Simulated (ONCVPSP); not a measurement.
**An ONCV potential for copper, from input to tests**

Aim: build the potential from the settings below, then test how well it stands in for the atom: other configurations, scattering, ghost states and the plane-wave cutoff that it needs.

Method: ONCVPSP 4.0.1.1 (patched build), LDA (Perdew-Wang 92), scalar-relativistic.

### 1 Starting point

Typed settings, in words:

- element: copper (Cu, Z = 29)
- type: optimised norm-conserving Vanderbilt (ONCV)
- frozen core: [Ar]
- valence charge: 11
- reference configuration: 3d10 4s1
- partial waves: 4s: rc 2.35 bohr, ncon 3, nbas 6, qcut 2.7 1/bohr, 1 projector; p scattering state at 0.39 Ha: rc 1.90 bohr, ncon 4, nbas 8, qcut 5 1/bohr, 2 projectors, debl 1.6 Ha; 3d: rc 0.90 bohr, ncon 4, nbas 9, qcut 11 1/bohr, 3 projectors, debl 1.3 Ha
- local potential: polynomial inside 0.90 bohr (lpopt 3, dvloc0 3 Ha)
- core correction: not asked for

The nodes and maxima of the atom's own shells, from an earlier all-electron run, set the scale for the radii.

All-electron outer shells of the reference configuration (LDA (PZ), scalar-relativistic, ld1.x):

```tsv
shell	level (eV)	outermost node (bohr)	outermost maximum (bohr)
3p	-72.03	0.26	0.62
3d	-5.32	–	0.60
4s	-4.87	0.89	2.24
4p	-0.79	0.98	3.52
```

### 2 The generation run

File Cu.dat:

```
# ATOM AND REFERENCE CONFIGURATION
# atsym  z   nc   nv     iexc    psfile
  Cu 29.00    5    2  -001012      upf
#
#   n    l    f
    1    0    2.00
    2    0    2.00
    2    1    6.00
    3    0    2.00
    3    1    6.00
    3    2   10.00
    4    0    1.00
#
# PSEUDOPOTENTIAL AND OPTIMIZATION
# lmax
    2
#
#   l,   rc,      ep,       ncon, nbas, qcut
    0    2.35    0.00    3    6    2.70
    1    1.90    0.39    4    8    5.00
    2    0.90    0.00    4    9   11.00
#
# LOCAL POTENTIAL
# lloc, lpopt,  rc(5),   dvloc0
    4    3    0.90    3.00
#
# VANDERBILT-KLEINMAN-BYLANDER PROJECTORs
# l, nproj, debl
    0    1    2.20
    1    2    1.60
    2    3    1.30
#
# MODEL CORE CHARGE
# icmod, fcfact, rcfact
    0    0.00    0.00
#
# LOG DERIVATIVE ANALYSIS
# epsh1, epsh2, depsh
   -2.00    5.00    0.02
#
# OUTPUT GRID
# rlmax, drl
    6.00    0.01
#
# TEST CONFIGURATIONS
# ncnf
    4
# nvcnf
#   n    l    f
    2
    3    2   10.00
    4    0    0.00
#
    2
    3    2    9.00
    4    0    0.00
#
    2
    3    2    8.00
    4    0    0.00
#
    2
    3    2    7.00
    4    0    0.00
#
```

Command:

```bash
$ oncvpsp.x < Cu.dat > Cu.out
```

**Question.** What will these runs give? Wanted: cutoffs for 1 and 0.1 mHa per electron, occupied waves; bound ghosts; GHOST(+) flags; largest test error; largest phase difference near zero energy, channels read.

**Answer**, as computed:

```
                                                quantity                                    value
  cutoffs for 1 and 0.1 mHa per electron, occupied waves                        361 Ha and 431 Ha
                                            bound ghosts                           s at -41.98 eV
                                          GHOST(+) flags                  p at 99 eV, d at 127 eV
                            largest test error (AE − PS)  -29 meV, for 3d9 4s0 (2 tests unsolved)
largest phase difference near zero energy, channels read                                0.008 rad
```

What this shows: A bound ghost (s) makes it unfit for use: electrons can fall into a state that the atom doesn't have. By total energies transferability is fair where solved: the largest error is 29 meV on 30.1 eV, for 3d9 4s0. Of the tests 2 gave no usable energy difference, which is a warning in itself. By its cutoff, 361 Ha for the looser tolerance, it is very hard. At the looser tolerance the 3d wave is the slowest; 4s needs 4 Ha. Near zero energy the phases of the channels with partial waves agree within 0.008 rad. The pseudo curves have a pole with no partner nearby in the atom's: s at -1.54 Ha. The program also flags highly localised states, GHOST(+) (p, d).
